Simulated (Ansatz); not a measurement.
**C₂H₃Se− (SMILES C=C[Se-]): one structure at several levels**

One table from this session's results is given with a row withheld; the runs are named, their logs left out.

Computed with Ansatz 0.2.0, Gaussian basis. Level: single points in def2-TZVPPD.

Correlated methods freeze the cores. Filled d shells of the heavier atoms are correlated.

1 further run of the same task is left out (it didn't finish).

**The system as given**

6 atoms, charge -1, spin multiplicity 1.

Atoms are counted from 1 here; the program's logs count them from 0.

Bond lengths: C1–C2 1.338 Å, C1–H4 1.171 Å, C1–H5 1.133 Å, C2–Se3 1.929 Å, C2–H6 1.137 Å. Angles: C2–C1–H4 120.1°, C2–C1–H5 107.8°, H4–C1–H5 126.5°, C1–C2–Se3 118.2°, C1–C2–H6 131.3°, Se3–C2–H6 108.2°.

Geometry (Å):

```xyz
6
C2H3Se
C    -0.4269    0.0960   -0.6137
C     0.3610    0.1544    0.4666
Se    1.3571   -1.4234    0.9552
H    -0.3376   -0.8038   -1.3573
H    -0.7411    1.1540   -0.8705
H     0.3664    0.8666    1.3534
```

The first run:

Input file run/in.yaml:

```yaml
crystal:
  periodic: [false, false, false]
  atoms:
    - {symbol: C, position_ang: [-0.426888, 0.096035, -0.613738]}
    - {symbol: C, position_ang: [0.361021, 0.154356, 0.466636]}
    - {symbol: Se, position_ang: [1.357094, -1.423399, 0.955244]}
    - {symbol: H, position_ang: [-0.337552, -0.803761, -1.357254]}
    - {symbol: H, position_ang: [-0.741122, 1.153993, -0.870492]}
    - {symbol: H, position_ang: [0.366428, 0.866565, 1.353388]}
basis:
  gaussian: {orbitals: "def2-TZVPPD.json"}
total_charge: -1
hamiltonian: {xc: pbe, dispersion: d4}
output: {forces: true}
```

The basis file named in the input lies beside it (Basis Set Exchange, JSON).

The run is started by

```console
ansatz run in.yaml --threads 2 --pin off --events-out ev --progress --plain --max-ram 3481MiB
```

Steps of the session up to this table: PBE-D4/def2-TZVPPD; r2SCAN-D4/def2-TZVPPD; PBE0-D4/def2-TZVPPD; wB97M-V/def2-TZVPPD; CCSD(T)/def2-TZVPPD.

One table of the session follows, with a row left open; its other results are not shown here.

```
   method  RMS force component (eV/Å)  angle to CCSD(T) forces (°)
   PBE-D4                       1.139                          3.5
r2SCAN-D4                       1.203                          6.4
  PBE0-D4                       1.211                         10.1
  wB97M-V                           ?                            ?
  CCSD(T)                       1.271                    reference
```

**Question.** Estimate the row for wB97M-V.

**Answer.** RMS force component (eV/Å): 1.209; angle to CCSD(T) forces (°): 12.2. In the column «RMS force component (eV/Å)» it lies between r2SCAN-D4 (1.203) and PBE0-D4 (1.211).
